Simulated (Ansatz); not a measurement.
Crystal: Mg6CrBi.

```
Bi Cr Mg
1.0
     5.20708    0.00000    0.00000
     0.00000    3.16968    5.51772
     0.00000   -3.16968    5.51772
Bi Cr Mg
1 1 6
Cartesian
  2.6035 0.0000 7.3658
  2.6035 0.0000 1.8408
  0.0000 0.0000 9.2458
  0.0000 0.0000 3.6456
  0.0000 -1.6539 6.4273
  0.0000 1.6539 6.4273
  2.6035 -1.5787 4.5946
  2.6035 1.5787 4.5946
```

The cell comes from a database or a generator and needn't be the stable form of this composition.

```yaml
Program: Ansatz 0.2.0
Task: single point
Functional: PBE
Potentials_or_basis: Ansatz PAW
Cutoff: "420 eV (not typed: the program's choice for these potentials)"
k_mesh: 5 × 5 × 5
Occupations: fermi-dirac, width 0.05 eV
Spin: collinear spin, ferromagnetic start
Starting_moments: "[0.0, 3.0, 0.0, 0.0, 0.0, 0.0, 0.0, 0.0] μB"
```

On this cell: pressure -0.4 GPa; largest force 0.157 eV/Å; net moment 4.03 μB per cell; site moments Bi -0.04; Cr +3.90; Mg +0.01, -0.01, -0.04 μB; band gap on the k mesh none (metal or under the smearing width).

The same run follows on a disturbed copy (atoms moved at random, drawn with an rms of 0.05 Å):

```
Bi Cr Mg
1.0
     5.20708    0.00000    0.00000
     0.00000    3.16968    5.51772
     0.00000   -3.16968    5.51772
Bi Cr Mg
1 1 6
Direct
  0.50469 0.66957 0.66554
  0.50123 0.15462 0.17147
  0.00509 0.83709 0.84167
  0.99828 0.32767 0.33325
  0.99661 0.31723 0.83362
  0.00016 0.83551 0.32489
  0.50243 0.16930 0.66840
  0.49422 0.66355 0.16762
```

What does the disturbed cell give?

The energy (extrapolated to zero smearing) moves by +3.3 meV/atom; pressure -0.3 GPa; largest force 0.349 eV/Å; net moment 4.04 μB per cell; site moments Bi -0.03; Cr +3.89; Mg +0.01, -0.01, -0.04 μB; band gap on the k mesh none (metal or under the smearing width).

Forces on the atoms (eV/Å):
```
Bi  -0.048 -0.093  0.055
Cr  -0.029  0.121  0.065
Mg  -0.067 -0.020  0.011
Mg   0.011  0.043 -0.216
Mg   0.082 -0.254  0.225
Mg  -0.003  0.244  0.018
Mg  -0.039  0.000 -0.109
Mg   0.094 -0.040 -0.051
```

Stress tensor (GPa, compression positive):
```
-1.14 -0.02  0.02
-0.02 -0.05  0.02
 0.02  0.02  0.23
```

Caveats: spin-orbit coupling is left out, which moves the levels of the heavy elements.
